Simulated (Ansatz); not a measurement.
Set up this calculation in Ansatz 0.2.0, as the native input.

```
Task                                : band structure
Functional                          : PBEsol
Potentials or basis                 : Ansatz PAW
Cutoff                              : 420 eV (not typed: the program's choice for these potentials)
k mesh                              : 10 × 10 × 10
Occupations                         : fermi-dirac, width 0.05 eV
Spin                                : spin-orbit coupling, no magnetisation
Path                                : [["G", "Y", "T", "Z", "G", "X", "A1", "Y"], ["T", "X1"], ["X", "A", "Z"], ["L", "G"]]
Points for each segment of the path : 14
```

Ti4Ru:

```xyz
5
Lattice="0.0000 2.3727 11.0539 1.5568 0.0000 11.0539 1.5568 2.3727 0.0000" Properties=species:S:1:pos:R:3 pbc="T T T"
Ru    0.0000    0.0000    0.0000
Ti    1.5568    2.3727   13.0521
Ti    1.5568    2.3727    4.3536
Ti    1.5568    2.3727   17.7543
Ti    1.5568    2.3727    9.0557
```

The cell comes from a database or a generator and needn't be the stable form of this composition.

One way to write it, as run:

input.yaml

```yaml
crystal:
  lattice:
    - [0.0, 2.372711, 11.053935]
    - [1.556774, 0.0, 11.053935]
    - [1.556774, 2.372711, 0.0]
  atoms:
    - { symbol: Ru, position: [0.0, 0.0, 0.0] }
    - { symbol: Ti, position: [0.590384, 0.590384, 0.409616] }
    - { symbol: Ti, position: [0.196926, 0.196926, 0.803074] }
    - { symbol: Ti, position: [0.803074, 0.803074, 0.196926] }
    - { symbol: Ti, position: [0.409616, 0.409616, 0.590384] }
hamiltonian:
  xc: pbesol
  pseudopotentials: { kind: paw_fr }
magnetization:
  noncollinear: true
  spin_orbit: true
kpoints:
  mp_grid: { grid: [10, 10, 10] }
  band_path:
    path:
      - [[0.0, 0.0, 0.0], [0.5, 0.0, 0.5], [1.0, 0.5, 0.5], [0.5, 0.5, 0.0], [0.0, 0.0, 0.0], [0.0, 0.3625806798, 0.3625806798], [0.5, 0.1473364804, 0.6473364804], [0.5, 0.0, 0.5]]
      - [[1.0, 0.5, 0.5], [1.0, 0.6374193202, 0.6374193202]]
      - [[0.0, 0.3625806798, 0.3625806798], [0.5, 0.8526635196, 0.3526635196], [0.5, 0.5, 0.0]]
      - [[0.5, 0.5, 0.5], [0.0, 0.0, 0.0]]
    npoints: 14
scf:
  occupations: { method: fermi_dirac, width: 0.05 }
  n_extra_bands: 12
output:
  forces: true
  stress: true
  eigenvalues: true
  fatbands: false
  write_density: true
  write_potential: true
  elf: true
  volumetric_format: npy
```

Potentials or basis: Ansatz PAW.

Launch:

```console
$ ansatz run input.yaml --threads 2 --pin off --max-ram 5632MiB --backend cpu --events-out ev --progress --plain --runs-dir out
```

It gave:

```yaml
Pressure: -5.2 GPa
Largest_force: 0.253 eV/Å
Band_gap_on_the_k_mesh: none (metal or under the smearing width)
```

Caveat: the PAW data sets come from PBE, with cores solved anew for the run's functional, which leaves a small shift of forces and pressure.

It took 4 min on 2 threads of Intel(R) Xeon(R) Platinum 8375C CPU @ 2.90GHz (Ice Lake), with other jobs on the host, peak memory 1.8 GiB.
